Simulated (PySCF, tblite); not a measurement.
# C₅H₈F₃PS₂: infrared bands and NMR shifts

Aim: predict the infrared bands and NMR shifts of C₅H₈F₃PS₂ (`FC(F)(F)P1(=S)CCSCC1`).

Computed with tblite 0.8.0 and PySCF 2.14.0, with density-fitted response routines of our own, on a single molecule in the gas phase. Atoms count from 0, in the outputs and in this text.

## Step 1: The molecule as given

19 atoms, charge 0, multiplicity 1; geometry from: GFN2-xTB.

Bonds of the start (Å): F0–C1 1.33, C1–F2 1.34, C1–F3 1.33, C1–P4 1.90, P4–S5 1.92, P4–C6 1.84, C6–C7 1.52, C7–S8 1.82, S8–C9 1.82, C9–C10 1.52, C10–P4 1.84, C6–H11 1.10, C6–H12 1.09, C7–H13 1.09, C7–H14 1.09, C9–H15 1.09, C9–H16 1.09, C10–H17 1.09, C10–H18 1.10.

## Step 2: Infrared spectrum with GFN2-xTB

What the job is given:

```
{"job": {"kind": "ir", "xc": "GFN2-xTB", "basis": "xTB"}, "charge": 0, "multiplicity": 1}
F      3.283255     0.133032     0.273869
C      2.319470    -0.581595    -0.308046
F      2.258001    -0.194972    -1.590591
F      2.686264    -1.863669    -0.300143
P      0.666357    -0.350641     0.604656
S      0.677109    -0.884079     2.454229
C      0.325585     1.424371     0.243310
C     -1.129070     1.684219     0.606967
S     -2.265631     0.850896    -0.545823
C     -1.892210    -0.881634    -0.128961
C     -0.472166    -1.258671    -0.525357
H      0.992073     2.027218     0.870393
H      0.511226     1.651958    -0.809661
H     -1.369949     2.744160     0.535598
H     -1.347704     1.331719     1.618316
H     -2.624745    -1.475036    -0.674762
H     -2.046749    -1.016382     0.944737
H     -0.276370    -1.000219    -1.569367
H     -0.304549    -2.331423    -0.377216
```

**Question.** This job is followed by: GIAO PBE0/pcSseg-1 NMR shielding, non-relativistic, gas phase. What will the session give for the following? strongest single infrared mode (GFN2-xTB); zero-point energy (GFN2-xTB); ¹³C shifts against TMS (PBE0/pcSseg-1, means over atoms taken as alike); ¹H shifts against TMS (PBE0/pcSseg-1, means over atoms taken as alike); ¹⁹F shifts against CFCl3 (PBE0/pcSseg-1, means over atoms taken as alike); ³¹P shifts against H3PO4 (PBE0/pcSseg-1); ³³S shifts against CS2 (PBE0/pcSseg-1).

The runs gave:

| quantity | value |
| --- | --- |
| strongest single infrared mode (GFN2-xTB) | 1082 cm⁻¹, 204 km/mol |
| zero-point energy (GFN2-xTB) | 79.3 kcal/mol |
| ¹³C shifts against TMS (PBE0/pcSseg-1, means over atoms taken as alike) | 133.3, 36.8, 29.7 ppm |
| ¹H shifts against TMS (PBE0/pcSseg-1, means over atoms taken as alike) | 3.57, 2.62, 2.45, 2.21 ppm |
| ¹⁹F shifts against CFCl3 (PBE0/pcSseg-1, means over atoms taken as alike) | -92.8 ppm |
| ³¹P shifts against H3PO4 (PBE0/pcSseg-1) | 31.7 ppm |
| ³³S shifts against CS2 (PBE0/pcSseg-1) | 34, -289 ppm |

No mode is imaginary among the 51: a minimum at this level. The strongest single mode, at 1082 cm⁻¹, moves mainly C1. Unscaled tight-binding wavenumbers are off by several per cent, some by more. Its intensities can rank the bands wrongly.
